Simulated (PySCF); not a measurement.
**C2H7BBrN: NMR shifts at several levels of theory**

Aim: compute the NMR shifts of C2H7BBrN (`C=C[B@@H-]([NH3+])Br`) at several levels, and see how far they spread and what each costs.

Programs: PySCF 2.14.0, with density-fitted response routines of our own. Each step states its level of theory. These are calculated values for one molecule in the gas phase, unless marked as measured. Atoms count from 0, in the outputs and in this text.

## 1. Starting geometry

12 atoms, charge 0, multiplicity 1; geometry from: PBE0-D3(BJ)/def2-SVP.

Bonds of the start (Å): C0–C1 1.34, C1–B2 1.58, B2–N3 1.63, B2–Br4 2.04, C0–H5 1.10, C0–H6 1.10, C1–H7 1.10, B2–H8 1.22, N3–H9 1.02, N3–H10 1.02, N3–H11 1.02.

## 2. NMR shieldings: PBE0/6-31G*

Job settings and geometry (Å):

```
{"job": {"kind": "nmr", "xc": "PBE0", "basis": "6-31G*", "pop": true}, "charge": 0, "multiplicity": 1}
C      1.968523    -0.633512    -0.176356
C      0.762978    -0.571004     0.401933
B     -0.217924     0.664806     0.270824
N     -1.573512     0.169336    -0.478458
Br    -0.931855     1.290961     2.074535
H      2.637762    -1.493397    -0.058750
H      2.347701     0.197507    -0.782364
H      0.458193    -1.431134     1.019519
H      0.201720     1.606610    -0.375450
H     -2.011220    -0.593657     0.043893
H     -1.366224    -0.158516    -1.424651
H     -2.249918     0.934028    -0.527680
```

With the program's defaults for keys left out, this is: GIAO PBE0/6-31G* NMR shielding, non-relativistic, gas phase.

On the command line:

```sh
$ OMP_NUM_THREADS=1 python probes_run.py task.json out
```

The driver reads the jobs from task.json and runs them one after another.

Log:

```text
coarse grid: 45296 points
cycle   1  E = -2733.3601560664  dE = -7.220e-01  |g| = 3.913e-01  |ddm| = 2.950e+00
cycle   2  E = -2733.3756986102  dE = -1.554e-02  |g| = 3.487e-01  |ddm| = 1.082e+00
cycle   3  E = -2733.4099458996  dE = -3.425e-02  |g| = 7.435e-02  |ddm| = 4.980e-01
cycle   4  E = -2733.4110174727  dE = -1.072e-03  |g| = 3.693e-02  |ddm| = 1.029e-01
cycle   5  E = -2733.4113599142  dE = -3.424e-04  |g| = 6.425e-03  |ddm| = 3.527e-02
cycle   6  E = -2733.4113701556  dE = -1.024e-05  |g| = 2.229e-03  |ddm| = 9.272e-03
cycle   7  E = -2733.4113712098  dE = -1.054e-06  |g| = 2.783e-04  |ddm| = 2.517e-03
final grid: 95296 points
cycle   8  E = -2733.4113655287  dE = -2.796e-08  |g| = 2.513e-04  |ddm| = 1.025e-03
cycle   9  E = -2733.4113655225  dE =  6.242e-09  |g| = 3.024e-04  |ddm| = 3.666e-04
cycle  10  E = -2733.4113655412  dE = -1.872e-08  |g| = 1.971e-05  |ddm| = 1.990e-04
cycle  11  E = -2733.4113655413  dE = -5.548e-11  |g| = 3.893e-06  |ddm| = 1.706e-05
converged SCF energy = -2733.4113655413

GIAO shielding tensors (ppm)
atom      isotropic    diamagn.    paramagn.     s11        s22        s33       span
  0 C       69.178     256.472    -187.294    -37.156     79.746    164.944    202.100
  1 C       57.744     251.891    -194.148    -54.352     56.762    170.820    225.172
  2 B      117.424     191.104     -73.680    110.980    114.968    126.324     15.345
  3 N      214.195     322.667    -108.472    194.729    212.770    235.087     40.358
  4 Br    2693.684    3121.752    -428.068   2446.507   2722.117   2912.428    465.920
  5 H       26.403      29.278      -2.875     23.362     25.631     30.217      6.855
  6 H       26.260      31.348      -5.087     22.686     25.432     30.663      7.977
  7 H       25.883      30.180      -4.297     22.019     25.690     29.940      7.920
  8 H       28.200      30.788      -2.587     25.547     26.966     32.088      6.542
  9 H       29.513      29.257       0.256     24.759     27.880     35.899     11.140
 10 H       29.593      29.485       0.108     23.712     25.482     39.585     15.874
 11 H       29.252      28.453       0.799     23.401     27.478     36.877     13.476
```

It took 7.3 s on 1 thread of Intel Xeon 6975P-C, shared host; peak memory 0.6 GiB.

Shifts follow as δ = σ(reference) − σ, with reference shieldings (ppm) from runs at the same level and on the same kind of geometry: 1H TMS 31.96, 13C TMS 194.1, 15N NH3 259.4, 11B BF3·OEt2 112.3, 79Br HBr 2580. The references are single molecules in the gas phase, so shifts against H2O, NH3, PH3, H3PO4 or CFCl3 are not on the usual liquid scales and can be off by tens of ppm. Atoms listed in one row are averaged.

| atoms | environment | σ (ppm) | δ (ppm) |
| --- | --- | --- | --- |
| C1 | alkene CH | 57.7 | 136.4 |
| C0 | terminal =CH2 carbon | 69.2 | 125.0 |
| H7 | hydrogen on an alkene CH | 25.88 | 6.08 |
| H6 | hydrogen on a terminal =CH2 carbon | 26.26 | 5.70 |
| H5 | hydrogen on a terminal =CH2 carbon | 26.40 | 5.56 |
| H8 | hydrogen on a boron bonded to C, Br, N | 28.20 | 3.76 |
| H9, H10, H11 | hydrogen on a donor nitrogen of a Lewis adduct | 29.45 | 2.51 |
| B2 | boron bonded to C, Br, N, H | 117.4 | -5.2 |
| N3 | donor nitrogen of a Lewis adduct | 214.2 | 45.2 |
| Br4 | bromine bonded to B | 2694 | -113 |

The run also stored atomic charges by several schemes (e):

```csv
atoms,Mulliken,IAO,Hirshfeld,ESP fit
C0,-0.39,-0.28,-0.10,-0.42
C1,-0.19,-0.26,-0.13,-0.07
B2,0.11,-0.06,0.03,0.06
N3,-0.87,-0.43,-0.05,-0.90
Br4,-0.32,-0.25,-0.26,-0.31
```

Mayer bond orders: C0–C1 1.96, C1–B2 1.01, B2–N3 0.59, B2–Br4 0.93.

## 3. NMR shieldings: PBE0/def2-SVP

Settings changed since step 2:

```diff
@@ -1,2 +1,2 @@
-{"job": {"kind": "nmr", "xc": "PBE0", "basis": "6-31G*", "pop": true}, "charge": 0, "multiplicity": 1}
+{"job": {"kind": "nmr", "xc": "PBE0", "basis": "def2-SVP", "pop": true}, "charge": 0, "multiplicity": 1}
 C      1.968523    -0.633512    -0.176356
```

Method: GIAO PBE0/def2-SVP NMR shielding, non-relativistic, gas phase.

Log:

```text
coarse grid: 45296 points
cycle   1  E = -2733.2564848443  dE = -7.720e-01  |g| = 3.637e-01  |ddm| = 3.335e+00
cycle   2  E = -2733.2704152401  dE = -1.393e-02  |g| = 3.260e-01  |ddm| = 9.954e-01
cycle   3  E = -2733.3000406399  dE = -2.963e-02  |g| = 7.070e-02  |ddm| = 4.415e-01
cycle   4  E = -2733.3010322733  dE = -9.916e-04  |g| = 3.639e-02  |ddm| = 1.046e-01
cycle   5  E = -2733.3013642215  dE = -3.319e-04  |g| = 6.580e-03  |ddm| = 3.634e-02
cycle   6  E = -2733.3013751285  dE = -1.091e-05  |g| = 2.520e-03  |ddm| = 9.953e-03
cycle   7  E = -2733.3013763812  dE = -1.253e-06  |g| = 2.883e-04  |ddm| = 2.680e-03
final grid: 95296 points
cycle   8  E = -2733.3013670355  dE = -3.525e-08  |g| = 2.788e-04  |ddm| = 1.883e-03
cycle   9  E = -2733.3013670279  dE =  7.622e-09  |g| = 3.389e-04  |ddm| = 4.787e-04
cycle  10  E = -2733.3013670520  dE = -2.415e-08  |g| = 2.179e-05  |ddm| = 2.554e-04
cycle  11  E = -2733.3013670521  dE = -9.413e-11  |g| = 4.431e-06  |ddm| = 2.357e-05
converged SCF energy = -2733.3013670521

GIAO shielding tensors (ppm)
atom      isotropic    diamagn.    paramagn.     s11        s22        s33       span
  0 C       65.458     252.575    -187.118    -44.794     74.326    166.841    211.636
  1 C       50.958     252.353    -201.395    -67.873     47.719    173.029    240.902
  2 B      115.885     194.102     -78.218    108.630    113.319    125.705     17.075
  3 N      213.166     305.305     -92.138    192.350    212.853    234.296     41.947
  4 Br    2678.547    3123.812    -445.265   2443.529   2691.457   2900.655    457.127
  5 H       25.772      29.380      -3.607     22.589     25.091     29.637      7.048
  6 H       25.646      31.869      -6.223     21.883     24.812     30.243      8.360
  7 H       25.323      31.167      -5.844     20.946     25.466     29.559      8.614
  8 H       27.860      31.823      -3.963     25.263     26.430     31.888      6.625
  9 H       28.637      29.102      -0.465     23.754     26.697     35.460     11.706
 10 H       28.672      29.226      -0.554     22.466     24.312     39.238     16.771
 11 H       28.357      27.961       0.396     22.360     26.355     36.355     13.995
```

Wall time 8.3 s (1 thread of Intel Xeon 6975P-C, shared host); peak memory 0.64 GiB.

In short: δ C1 142.8, C0 128.3, B2 -5.2, N3 56.7, H7 6.02, H6 5.70 ppm.

## 4. Shielding tensors: PBE0/def2-TZVP

Settings changed since step 3:

```diff
@@ -1,2 +1,2 @@
-{"job": {"kind": "nmr", "xc": "PBE0", "basis": "def2-SVP", "pop": true}, "charge": 0, "multiplicity": 1}
+{"job": {"kind": "nmr", "xc": "PBE0", "basis": "def2-TZVP", "pop": true}, "charge": 0, "multiplicity": 1}
 C      1.968523    -0.633512    -0.176356
```

With the program's defaults for keys left out, this is: GIAO PBE0/def2-TZVP NMR shielding, non-relativistic, gas phase.

Log:

```text
coarse grid: 45296 points
cycle   1  E = -2733.7349748344  dE = -7.364e-01  |g| = 4.508e-01  |ddm| = 2.428e+00
cycle   2  E = -2733.7429188025  dE = -7.944e-03  |g| = 4.041e-01  |ddm| = 9.415e-01
cycle   3  E = -2733.7851006330  dE = -4.218e-02  |g| = 9.695e-02  |ddm| = 4.636e-01
cycle   4  E = -2733.7871630233  dE = -2.062e-03  |g| = 3.801e-02  |ddm| = 9.233e-02
cycle   5  E = -2733.7875060406  dE = -3.430e-04  |g| = 1.080e-02  |ddm| = 2.947e-02
cycle   6  E = -2733.7875342479  dE = -2.821e-05  |g| = 2.581e-03  |ddm| = 9.633e-03
cycle   7  E = -2733.7875356725  dE = -1.425e-06  |g| = 4.730e-04  |ddm| = 2.940e-03
final grid: 95296 points
cycle   8  E = -2733.7875388944  dE = -7.973e-08  |g| = 4.885e-04  |ddm| = 4.104e-03
cycle   9  E = -2733.7875388817  dE =  1.262e-08  |g| = 5.497e-04  |ddm| = 8.206e-04
cycle  10  E = -2733.7875389348  dE = -5.304e-08  |g| = 2.788e-05  |ddm| = 3.883e-04
cycle  11  E = -2733.7875389350  dE = -1.792e-10  |g| = 9.709e-06  |ddm| = 2.826e-05
converged SCF energy = -2733.7875389350

GIAO shielding tensors (ppm)
atom      isotropic    diamagn.    paramagn.     s11        s22        s33       span
  0 C       52.344     252.745    -200.401    -65.566     64.742    157.856    223.422
  1 C       33.061     255.231    -222.170    -94.837     33.349    160.671    255.508
  2 B      108.115     189.255     -81.140    101.743    105.470    117.132     15.390
  3 N      203.892     312.975    -109.083    181.811    203.680    226.184     44.374
  4 Br    2632.578    3124.742    -492.163   2374.907   2630.226   2892.602    517.695
  5 H       25.665      29.438      -3.773     22.554     24.835     29.606      7.052
  6 H       25.602      31.000      -5.399     21.861     24.935     30.008      8.147
  7 H       25.199      31.357      -6.158     20.350     25.596     29.652      9.302
  8 H       27.732      31.115      -3.384     25.069     26.486     31.641      6.572
  9 H       28.823      28.871      -0.048     24.083     27.188     35.196     11.113
 10 H       28.864      29.086      -0.222     22.757     24.590     39.245     16.488
 11 H       28.495      27.908       0.587     22.586     26.776     36.123     13.537
```

Run time: 20 s. Hardware: 1 thread of Intel Xeon 6975P-C, shared host; peak memory 0.97 GiB.

Key values: δ C1 153.6, C0 134.3, B2 -5.5, N3 62.0, H7 6.28, H6 5.88 ppm.

## 5. NMR shieldings: PBE0/cc-pVDZ

Settings changed since step 4:

```diff
@@ -1,2 +1,2 @@
-{"job": {"kind": "nmr", "xc": "PBE0", "basis": "def2-TZVP", "pop": true}, "charge": 0, "multiplicity": 1}
+{"job": {"kind": "nmr", "xc": "PBE0", "basis": "cc-pVDZ", "pop": true}, "charge": 0, "multiplicity": 1}
 C      1.968523    -0.633512    -0.176356
```

Method: GIAO PBE0/cc-pVDZ NMR shielding, non-relativistic, gas phase.

Log:

```text
coarse grid: 45296 points
cycle   1  E = -2733.6616192056  dE = -6.807e-01  |g| = 3.719e-01  |ddm| = 6.071e+00
cycle   2  E = -2733.6747463843  dE = -1.313e-02  |g| = 3.414e-01  |ddm| = 1.681e+00
cycle   3  E = -2733.7075206734  dE = -3.277e-02  |g| = 6.736e-02  |ddm| = 7.304e-01
cycle   4  E = -2733.7084707414  dE = -9.501e-04  |g| = 3.451e-02  |ddm| = 1.470e-01
cycle   5  E = -2733.7087710832  dE = -3.003e-04  |g| = 7.730e-03  |ddm| = 5.565e-02
cycle   6  E = -2733.7087872913  dE = -1.621e-05  |g| = 1.553e-03  |ddm| = 1.705e-02
cycle   7  E = -2733.7087878643  dE = -5.730e-07  |g| = 4.349e-04  |ddm| = 3.278e-03
final grid: 95296 points
cycle   8  E = -2733.7087813373  dE = -2.665e-08  |g| = 4.564e-04  |ddm| = 2.390e-03
cycle   9  E = -2733.7087813154  dE =  2.187e-08  |g| = 5.629e-04  |ddm| = 1.462e-03
cycle  10  E = -2733.7087813824  dE = -6.695e-08  |g| = 2.933e-05  |ddm| = 7.915e-04
cycle  11  E = -2733.7087813826  dE = -2.251e-10  |g| = 7.648e-06  |ddm| = 6.398e-05
converged SCF energy = -2733.7087813826

GIAO shielding tensors (ppm)
atom      isotropic    diamagn.    paramagn.     s11        s22        s33       span
  0 C       68.210     254.432    -186.222    -41.910     78.527    168.014    209.924
  1 C       53.156     250.602    -197.446    -64.437     51.672    172.233    236.670
  2 B      117.118     196.770     -79.653    110.284    114.474    126.595     16.312
  3 N      215.401     303.054     -87.652    193.814    215.307    237.082     43.268
  4 Br    2678.939    3122.377    -443.438   2436.368   2691.111   2909.338    472.970
  5 H       25.570      29.182      -3.612     22.374     24.847     29.490      7.116
  6 H       25.515      31.997      -6.481     21.735     24.819     29.993      8.258
  7 H       25.230      31.135      -5.905     20.792     25.463     29.436      8.644
  8 H       27.744      31.832      -4.089     25.081     26.362     31.788      6.706
  9 H       28.688      28.932      -0.245     23.999     26.877     35.188     11.190
 10 H       28.657      29.102      -0.445     22.593     24.383     38.995     16.402
 11 H       28.352      27.579       0.774     22.526     26.483     36.047     13.521
```

It took 9 s on 1 thread of Intel Xeon 6975P-C, shared host; peak memory 0.69 GiB.

Key values: δ C1 143.6, C0 128.5, B2 -3.3, N3 57.7, H7 6.06, H6 5.77 ppm.

(Part 1 of 2 ends here.)
